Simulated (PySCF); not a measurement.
# One shape, several levels: TaF5 (tantalum pentafluoride)

We compute a comparison of 6 runs (BLYP/def2-SVP, SVWN5/def2-SVP, TPSS/def2-SVP, r2SCAN/def2-SVP, revPBE/def2-SVP, CCSD(T)/def2-SVP) of TaF5 (tantalum pentafluoride). 

The results are computed with PySCF 2.14.0.

1 further run of the same task is left out (set aside as unsound or not needed).

## (1) The structure to begin with

TaF5: 6 atoms, total charge 0, spin state singlet. As SMILES, `F[Ta](F)(F)(F)F`. The Ta2–F4 distance was set to 3.323 Å, away from the relaxed value. At this shape a bond of the SMILES string is far longer than usual.

Bond lengths: F1–Ta2 1.876 Å, Ta2–F3 1.846 Å, Ta2–F5 1.876 Å, Ta2–F6 1.846 Å. Angles: F1–Ta2–F3 90.0°, F1–Ta2–F5 180.0°, F1–Ta2–F6 90.0°, F3–Ta2–F5 90.0°, F3–Ta2–F6 120.0°, F5–Ta2–F6 90.0°.

## (2) The energy at BLYP/def2-SVP (core potential) (run 1)

calc.py

```python
from pyscf import gto, dft

mol = gto.Mole()
mol.atom = '''
F   -0.385167  -0.923377   2.167551
Ta   0.645083   0.366403   1.276971
F    2.187233  -0.495307   1.812701
F   -0.806180  -0.458120  -1.596180
F    1.675093   1.656473   0.386531
F   -0.091027   1.686193   2.337201
'''
mol.verbose = 3
mol.charge = 0
mol.ecp = {'Ta': 'def2-svp'}
mol.basis = 'def2-svp'
mol.max_memory = 1860
mol.build()

ks = dft.RKS(mol)
ks.xc = 'blyp'
ks.grids.level = 5
ks.conv_tol = 1e-10
ks.kernel()
if not ks.converged:
    ks = ks.newton().run(ks.mo_coeff, ks.mo_occ)

energy = ks.e_tot
print('E(%s) = %.9f' % ('BLYP', energy))
```

Started as:

```console
OMP_NUM_THREADS=1 python calc.py
```

Standard output:

```text
converged SCF energy = -555.966274949483
E(BLYP) = -555.966274949
```

It took 84 s on 1 thread of Intel Xeon at 2.50GHz (Skylake/Cascade Lake), shared host; peak memory 0.54 GiB.

## (3) A single-point energy at SVWN5/def2-SVP (core potential) (run 2)

job.py

```python
from pyscf import gto, dft

molecule = gto.M(
    atom='''
F   -0.385167  -0.923377   2.167551
Ta   0.645083   0.366403   1.276971
F    2.187233  -0.495307   1.812701
F   -0.806180  -0.458120  -1.596180
F    1.675093   1.656473   0.386531
F   -0.091027   1.686193   2.337201
''',
    max_memory=1860,
    ecp={'Ta': 'def2-svp'},
    spin=0,
    verbose=4,
    basis='def2-svp',
)

calc0 = dft.RKS(molecule)
calc0.xc = 'svwn'
calc0.conv_tol = 1e-10
calc0.grids.level = 5
calc0.kernel()
if not calc0.converged:
    calc0 = calc0.newton().run(calc0.mo_coeff, calc0.mo_occ)

energy = calc0.e_tot
print(f'total energy: {energy:.8f} hartree')
```

Started as:

```console
OMP_NUM_THREADS=1 python job.py
```

Standard output:

```text
PySCF version 2.14.0

[... 92 lines left out ...]
converged SCF energy = -552.743575397769
total energy: -552.74357540 hartree
```

It took 29 s on 1 thread of Intel Xeon at 2.50GHz (Skylake/Cascade Lake), shared host; peak memory 0.35 GiB.

Runs 3 to 5 aren't shown in full; the table further down has their settings and results.

## (4) The energy at CCSD(T)/def2-SVP (core potential) (run 6)

calc.py

```python
from pyscf import gto, scf, cc

mol = gto.M(
    atom=[
    ('F', (-0.385167, -0.923377, 2.167551)),
    ('Ta', (0.645083, 0.366403, 1.276971)),
    ('F', (2.187233, -0.495307, 1.812701)),
    ('F', (-0.806180, -0.458120, -1.596180)),
    ('F', (1.675093, 1.656473, 0.386531)),
    ('F', (-0.091027, 1.686193, 2.337201)),
],
    charge=0,
    verbose=3,
    basis='def2-svp',
    ecp={'Ta': 'def2-svp'},
    max_memory=1860,
)

mf = scf.RHF(mol)
mf.conv_tol = 1e-10
mf.kernel()
if not mf.converged:
    mf = mf.newton().run(mf.mo_coeff, mf.mo_occ)

mycc = cc.CCSD(mf, frozen=5)
mycc.kernel()
e_t = mycc.ccsd_t()
e_final = mycc.e_tot + e_t
print('Final energy', e_final)
```

Started as:

```console
OMP_NUM_THREADS=1 python calc.py
```

Standard output:

```text
converged SCF energy = -553.245386636836
E(CCSD) = -554.4813254192751  E_corr = -1.23593878243907
CCSD(T) correction = -0.0514239680379292
Final energy -554.5327493873131
```

It took 5 min on 1 thread of Intel Xeon at 2.50GHz (Skylake/Cascade Lake), shared host; peak memory 0.95 GiB.

## (5) All runs side by side

```
run                              level  integration grid  frozen core orbitals  energy (Eh)  dipole moment (D) of the reference  HOMO energy (eV)  LUMO energy (eV)  wall time
  1     BLYP/def2-SVP (core potential)                 5                     –  -555.966275                                4.30             -6.01             -5.61       84 s
  2    SVWN5/def2-SVP (core potential)                 5                     –  -552.743575                                4.36             -6.28             -5.96       29 s
  3     TPSS/def2-SVP (core potential)                 5                     –  -556.039609                                4.41             -6.20             -5.67    2.3 min
  4   r2SCAN/def2-SVP (core potential)                 5                     –  -555.812739                                4.61             -6.53             -5.87    1.8 min
  5   revPBE/def2-SVP (core potential)                 5                     –  -555.897823                                4.39             -5.98             -5.61       65 s
  6  CCSD(T)/def2-SVP (core potential)                 –                     5  -554.532749                                7.11            -11.05             -3.05      5 min
```

## (6) Outcome

| quantity | value |
| --- | --- |
| run 6: total energy | -554.53275 Eh |
| run 6: dipole moment (Hartree–Fock density) | 7.11 D |
| run 6: HOMO energy (Hartree–Fock orbitals) | -11.05 eV |
| run 6: LUMO energy (Hartree–Fock orbitals) | -3.05 eV |
| run 6: HOMO–LUMO gap (Hartree–Fock orbitals) | 8.00 eV |
| run 6: correlation energy (5 core orbitals frozen) | -1287.4 mEh |
| run 6: (T) correction | -51.42 mEh |
| run 6: T1 diagnostic | 0.045 |

What this shows: Over runs 1, 2, 3, 4, 5 the dipole moment (its size) runs from 4.30 D (BLYP/def2-SVP) to 4.61 D (r2SCAN/def2-SVP). Over runs 1, 2, 3, 4, 5 the HOMO–LUMO gap runs from 0.32 eV (SVWN5/def2-SVP) to 0.66 eV (r2SCAN/def2-SVP). Totals of different functionals can't be ranked against each other. In run 6 the T1 diagnostic is large, so a single reference may not serve. All runs together took 12 min, the longest 5 min.
